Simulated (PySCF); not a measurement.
# SmH3(NH3): how tightly the ligands are held

Aim: take one ligand of each kind off SmH3(NH3), with both parts rigid, and scan its distance from the metal. The species was built from a template and needn't be a known compound.

The runs use PySCF 2.14.0; PBE0, Sm lcecp-1-SVP with ECP51, H def2-SVP, N def2-SVP; scalar-relativistic core potentials, no spin–orbit coupling.

1 further run of the same task is left out (for a known fault of the program).

### 1 Where the work starts

8 atoms, charge 0, spin multiplicity 1.

Bond lengths: Sm1–H2 2.079 Å, Sm1–H3 2.079 Å, Sm1–H4 2.079 Å, Sm1–N5 2.560 Å, N5–H6 1.023 Å, N5–H7 1.023 Å, N5–H8 1.023 Å. Angles: H2–Sm1–H3 118.4°, H2–Sm1–H4 118.4°, H2–Sm1–N5 97.4°, H3–Sm1–H4 118.4°, H3–Sm1–N5 97.4°, H4–Sm1–N5 97.4°, Sm1–N5–H6 112.5°, Sm1–N5–H7 112.5°, Sm1–N5–H8 112.5°, H6–N5–H7 106.3°, H6–N5–H8 106.3°, H7–N5–H8 106.3°.

Coordinates:

```xyz
8

Sm    0.2456   -0.2456    0.2456
H     1.2414    1.2844    1.2414
H    -1.2844   -1.2414    1.2414
H     1.2414   -1.2414   -1.2844
N    -1.2324    1.2324   -1.2324
H    -1.8438    1.8438   -0.6864
H    -0.6864    1.8438   -1.8438
H    -1.8438    0.6864   -1.8438
```

Formal oxidation states: Sm +3. Each metal's 5 4f electrons lie in its core potential, so multiplicities, spins and levels count the valence alone. An earlier session relaxed this geometry at PBE0, Sm lcecp-1-SVP with ECP51, H def2-SVP, N def2-SVP (singlet, point group C3v).

### 2 H taken off

The ligand (atom 2) keeps its formal charge and a closed shell where it can; ligand and rest are solved at the complex's geometry, in vacuum, with the settings of the relaxation.

| part | charge | state | energy (Eh) |
| --- | --- | --- | --- |
| complex | 0 | singlet | -92.899951 |
| ligand | -1 | singlet | -0.480007 |
| rest | 1 | singlet | -92.096469 |

Wall time 2.4 s (2 threads of Intel Xeon at 2.50GHz (Skylake/Cascade Lake), shared host).

### 3 Rigid scan of H

Atom 2 moves along the line from atom 1; the distance is to the donor, the donors' midpoint or the ring centre. Each point starts from the density of the one before.

| distance (Å) | energy from the relaxed point (eV) |
| --- | --- |
| 1.78 | 0.432 |
| 1.88 | 0.172 |
| 1.98 | 0.039 |
| 2.08 | 0.000 |
| 2.18 | 0.031 |
| 2.28 | 0.112 |
| 2.48 | 0.371 |
| 2.78 | 0.869 |
| 3.18 | 1.557 |
| 3.68 | 2.328 |

Run time: 22 s. Hardware: 2 threads of Intel Xeon at 2.50GHz (Skylake/Cascade Lake), shared host.

### 4 NH3 taken off

The ligand (atoms 5, 6, 7, 8) keeps its formal charge and a closed shell where it can; ligand and rest are solved at the complex's geometry, in vacuum, with the settings of the relaxation.

```csv
part,charge,state,energy (Eh)
complex,0,singlet,-92.899951
ligand,0,singlet,-56.440688
rest,0,singlet,-36.405344
```

Run time: 1 s. Hardware: 2 threads of Intel Xeon at 2.50GHz (Skylake/Cascade Lake), shared host.

### 5 Rigid scan of NH3

Atoms 5, 6, 7, 8 move together along the line from atom 1; the distance is to the donor, the donors' midpoint or the ring centre. Each point starts from the density of the one before.

```
distance (Å)  energy from the relaxed point (eV)
        2.26                               0.321
        2.36                               0.123
        2.46                               0.027
        2.56                               0.000
        2.66                               0.020
        2.76                               0.070
        2.96                               0.216
        3.26                               0.461
        3.66                               0.742
        4.16                               0.987
```

It took 20 s on 2 threads of Intel Xeon at 2.50GHz (Skylake/Cascade Lake), shared host.

### 6 Outcome

```
                    quantity      value
                taking off H    8.80 eV
  stiffness of the H contact  7.0 eV/Å²
              taking off NH3    1.47 eV
stiffness of the NH3 contact  4.7 eV/Å²
```

**Reading.** Taking off H as a fragment of charge -1 costs 8.80 eV, much of it the attraction of the two charges. Near 2.08 Å the H contact has a stiffness of about 7.0 eV/Å², and the energy stands 2.33 eV higher at 3.68 Å. Taking off NH3 as a fragment of charge +0 costs 1.47 eV. Near 2.56 Å the NH3 contact has a stiffness of about 4.7 eV/Å², and the energy stands 0.99 eV higher at 4.16 Å. The free anion is solved without diffuse functions, no counterpoise correction is made, and the parts aren't relaxed; each of these makes the binding look larger. These are double-zeta-type bases without diffuse functions. Spin–orbit coupling is left out.
